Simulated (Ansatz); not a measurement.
**ZnNi: a hydrostatic pressure series**

A pressure series on ZnNi (-2 to 40 GPa): equation of state, axes and gap.

Method: DFT r2SCAN, scalar-relativistic, plane waves, PAW, in Ansatz 0.2.0.

1 further run of the same task is left out (set aside as unsound or not needed).

### 1 The starting structure

Symmetry: P4/mmm, No. 123, tetragonal system. Conventional cell: a = 2.693 Å, b = 2.693 Å, c = 3.189 Å, α = 90.00°, β = 90.00°, γ = 90.00°. Around Zn (site symmetry 4/mmm) lie 8 Ni at 2.48 Å and 4 Zn at 2.69 Å. Ni (site symmetry 4/mmm) is surrounded by 8 Zn at 2.48 Å and 4 Ni at 2.69 Å.

As a file:

```cif
data_structure
_symmetry_space_group_name_H-M 'P4/mmm'
_symmetry_Int_Tables_number 123
_cell_length_a 2.6927
_cell_length_b 2.6927
_cell_length_c 3.1888
_cell_angle_alpha 90.000
_cell_angle_beta 90.000
_cell_angle_gamma 90.000
_cell_volume 23.12
loop_
_atom_site_label
_atom_site_type_symbol
_atom_site_symmetry_multiplicity
_atom_site_Wyckoff_symbol
_atom_site_fract_x
_atom_site_fract_y
_atom_site_fract_z
_atom_site_occupancy
Zn1 Zn 1 d 0.50000 0.50000 0.50000 1
Ni1 Ni 1 a 0.00000 0.00000 0.00000 1
```

This cell was relaxed beforehand with the same method: volume 11.56 Å³/atom, gap on the mesh none (metal).

### 2 Target pressure -2 GPa

input.yaml reads:

```yaml
crystal:
  lattice:
    - [2.709993448, 0.0, 0.0]
    - [0.0, 2.709993448, 0.0]
    - [0.0, 0.0, 3.2092183591]
  atoms:
    - { symbol: Zn, position: [0.5, 0.5, 0.5] }
    - { symbol: Ni, position: [0.0, 0.0, 0.0] }
basis:
  ecutwfc: 500
kpoints:
  mp_grid: { grid: [16, 16, 14] }
hamiltonian:
  xc: r2scan
scf:
  occupations: { method: gaussian, width: 0.1 }
output:
  forces: true
  stress: true
  eigenvalues: true
relax:
  adjacent_minimum: "off"
  f_tol: 0.008
  max_steps: 50
  cell: { stress_tol: 0.08, p_target: -2.0 }
```

The run is started by

```sh
$ ansatz run input.yaml --threads 1 --pin off --max-ram 2560MiB --backend cpu --events-out ev --progress --plain --runs-dir out
```

Further runs follow: target pressure 2 GPa; relaxing at 5 GPa; 10 GPa; relaxing at 20 GPa; target pressure 40 GPa.

**Question.** What will these runs give? Wanted: bulk modulus B0; B0'.

As calculated:

```
                                     quantity                       value
                             volume at 40 GPa  9.85 Å³/atom, V/V0 = 0.852
bulk modulus B0 (third-order Birch-Murnaghan)                     170 GPa
                                          B0'                         4.7
```

In words: Up to 40 GPa the volume falls by 14.8 %. The points follow one equation of state, B0 = 170 GPa. The symmetry of the start is kept, so a transition to another structure would not show. The final runs have no spin polarisation, so a magnetic state may lie lower.
